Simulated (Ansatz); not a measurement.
**ClH₇O₂Si₃: up Jacob's ladder to CCSD(T)**

The task here is to estimate one member of a computed series from the others.

Program: Ansatz 0.2.0, Gaussian basis. Level of theory: functionals in def2-TZVPP, the program's frozen cores in correlated methods. These are calculated values, not measurements.

The runs, in order: PBE-D4, r2SCAN-D4, PBE0-D4, B3LYP-D4, ωB97X-V, ωB97M-V, B2PLYP; CCSD(T)/def2-TZVPP; MP2/def2-QZVPP; extrapolation to the limit.

### The geometry

All runs share one geometry, relaxed beforehand with PBE0-D4 in a triple-zeta def2 set.

SMILES `[SiH3]O[SiH](Cl)O[SiH3]`, 13 atoms, charge 0, spin multiplicity 1.

Atoms are counted from 1 here; the program's logs count them from 0.

Bond lengths: Si1–O2 1.644 Å, Si1–H7 1.483 Å, Si1–H8 1.482 Å, Si1–H9 1.485 Å, O2–Si3 1.613 Å, Si3–Cl4 2.054 Å, Si3–O5 1.613 Å, Si3–H10 1.467 Å, O5–Si6 1.644 Å, Si6–H11 1.483 Å, Si6–H12 1.485 Å, Si6–H13 1.482 Å. Angles: O2–Si1–H7 109.9°, O2–Si1–H8 107.5°, O2–Si1–H9 109.8°, H7–Si1–H8 110.1°, H7–Si1–H9 109.6°, H8–Si1–H9 109.9°, Si1–O2–Si3 145.9°, O2–Si3–Cl4 108.8°, O2–Si3–O5 111.3°, O2–Si3–H10 109.4°, Cl4–Si3–O5 108.6°, Cl4–Si3–H10 109.2°, O5–Si3–H10 109.6°, Si3–O5–Si6 145.3°, O5–Si6–H11 109.9°, O5–Si6–H12 109.9°, O5–Si6–H13 107.5°, H11–Si6–H12 109.6° and more.

The first run:

File in.yaml:

```yaml
crystal:
  periodic: [false, false, false]
  atoms:
    - {symbol: Si, position_ang: [0.405163, 1.577445, -1.864301]}
    - {symbol: O, position_ang: [0.729841, 1.355192, -0.267973]}
    - {symbol: Si, position_ang: [0.188526, 0.776200, 1.136578]}
    - {symbol: Cl, position_ang: [-1.811941, 1.210977, 1.302944]}
    - {symbol: O, position_ang: [0.376712, -0.823845, 1.222155]}
    - {symbol: Si, position_ang: [-0.297862, -2.284957, 0.884295]}
    - {symbol: H, position_ang: [-0.754030, 2.489669, -2.021803]}
    - {symbol: H, position_ang: [1.610490, 2.173776, -2.486366]}
    - {symbol: H, position_ang: [0.100995, 0.271205, -2.502448]}
    - {symbol: H, position_ang: [0.914128, 1.416671, 2.239171]}
    - {symbol: H, position_ang: [-1.455565, -2.524754, 1.779901]}
    - {symbol: H, position_ang: [-0.747059, -2.319952, -0.530749]}
    - {symbol: H, position_ang: [0.740612, -3.317627, 1.108597]}
basis:
  gaussian: {orbitals: def2-TZVPP}
hamiltonian: {xc: pbe, dispersion: d4}
output: {forces: true, orbitals: {seedname: orbitals}}
```

Run with:

```console
$ ansatz run in.yaml --threads 2 --pin off --events-out ev --progress --plain --max-ram 22528MiB --backend cuda --devices 0, --max-vram 18GiB
```

Steps of the session up to this table: PBE-D4 (GGA); r2SCAN-D4 (meta-GGA); PBE0-D4 (hybrid); B3LYP-D4 (hybrid); ωB97X-V (range-separated); ωB97M-V (range-separated); B2PLYP (double hybrid); CCSD(T) in def2-TZVPP; MP2 in def2-QZVPP.

One table of the session follows, with a row left open; its other results are not shown here.

| method | atomisation energy (kJ/mol) |
| --- | --- |
| PBE-D4 | 4540.4 |
| r2SCAN-D4 | 4585.2 |
| PBE0-D4 | 4504.4 |
| B3LYP-D4 | 4564.3 |
| ωB97X-V | 4617.7 |
| ωB97M-V | ? |
| B2PLYP | 4523.8 |
| HF/def2-TZVPP | 3471.5 |
| MP2/def2-TZVPP | 4545.0 |
| CCSD/def2-TZVPP | 4423.0 |
| CCSD(T)/def2-TZVPP | 4474.7 |
| MP2/CBS | 4683.1 |
| CCSD(T)/CBS | 4612.9 |

Q: Estimate the row for ωB97M-V from the others.

As computed: atomisation energy (kJ/mol): 4601.1. In the column «atomisation energy (kJ/mol)» it lies between r2SCAN-D4 (4585.2) and CCSD(T)/CBS (4612.9).

Limits of these values: Free atoms (3 Si, 2 O, 1 Cl, 7 H) were run apart at each level; the atomisation energy is their sum less the molecule, without zero-point or spin-orbit terms.
